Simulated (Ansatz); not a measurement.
# CH5BO3: basis-set convergence

An exercise on one series of results from a longer session: the logs are not shown, and one member is left open.

The runs use Ansatz 0.2.0, Gaussian basis; one geometry, several basis sets.

Plan: PBE0-D4/def2-SVP; ωB97M-V/def2-SVP; PBE0-D4/def2-QZVPP; ωB97M-V/def2-QZVPP; the functionals' def2-TZVPP values are taken from earlier runs.

### Structure used throughout

All runs share one geometry, relaxed beforehand with PBE0-D4 in a triple-zeta def2 set.

SMILES `COB(O)O`, 10 atoms, charge 0, spin multiplicity 1.

Atoms are counted from 1 here; the program's logs count them from 0.

Bond lengths: C1–O2 1.413 Å, C1–H6 1.093 Å, C1–H7 1.093 Å, C1–H8 1.090 Å, O2–B3 1.361 Å, B3–O4 1.368 Å, B3–O5 1.366 Å, O4–H9 0.960 Å, O5–H10 0.960 Å. Angles: O2–C1–H6 111.2°, O2–C1–H7 111.2°, O2–C1–H8 107.6°, H6–C1–H7 108.5°, H6–C1–H8 109.2°, H7–C1–H8 109.2°, C1–O2–B3 120.2°, O2–B3–O4 119.6°, O2–B3–O5 120.6°, O4–B3–O5 119.8°, B3–O4–H9 111.8°, B3–O5–H10 111.8°.

Set-up of the first run:

Contents of in.yaml:

```yaml
crystal:
  periodic: [false, false, false]
  atoms:
    - {symbol: C, position_ang: [-0.837032, -0.765225, -1.039947]}
    - {symbol: O, position_ang: [-0.542104, -0.509028, 0.318288]}
    - {symbol: B, position_ang: [0.435225, 0.377488, 0.651718]}
    - {symbol: O, position_ang: [0.710506, 0.616093, 1.970766]}
    - {symbol: O, position_ang: [1.141441, 1.029462, -0.318347]}
    - {symbol: H, position_ang: [-1.160027, 0.144458, -1.552927]}
    - {symbol: H, position_ang: [0.033320, -1.168188, -1.564444]}
    - {symbol: H, position_ang: [-1.643493, -1.498140, -1.069114]}
    - {symbol: H, position_ang: [0.148545, 0.099179, 2.552071]}
    - {symbol: H, position_ang: [1.796721, 1.622701, 0.054935]}
basis:
  gaussian: {orbitals: def2-SVP}
hamiltonian: {xc: pbe0, dispersion: d4}
output: {orbitals: {seedname: orbitals}}
```

Run with:

```
ansatz run in.yaml --threads 4 --pin off --events-out ev --progress --plain --max-ram 10444MiB
```

Among the steps run: PBE0-D4 in def2-SVP; ωB97M-V in def2-SVP; PBE0-D4 in def2-QZVPP; ωB97M-V in def2-QZVPP.

One table of the session follows, with a row left open; its other results are not shown here.

It belongs to the step «Density functionals: the series». 

| functional | basis | HOMO (eV) | LUMO (eV) |
| --- | --- | --- | --- |
| PBE0-D4 | def2-SVP | -8.20 | 1.71 |
| PBE0-D4 | def2-TZVPP | ? | ? |
| PBE0-D4 | def2-QZVPP | -8.47 | 0.48 |
| ωB97M-V | def2-SVP | -10.61 | 3.35 |
| ωB97M-V | def2-TZVPP | -10.85 | 2.08 |
| ωB97M-V | def2-QZVPP | -10.89 | 1.64 |

**Question.** Estimate the row for PBE0-D4, def2-TZVPP.

The run gave: HOMO (eV): -8.43; LUMO (eV): 0.75. In the column «HOMO (eV)» it lies between PBE0-D4, def2-QZVPP (-8.47) and PBE0-D4, def2-SVP (-8.20).
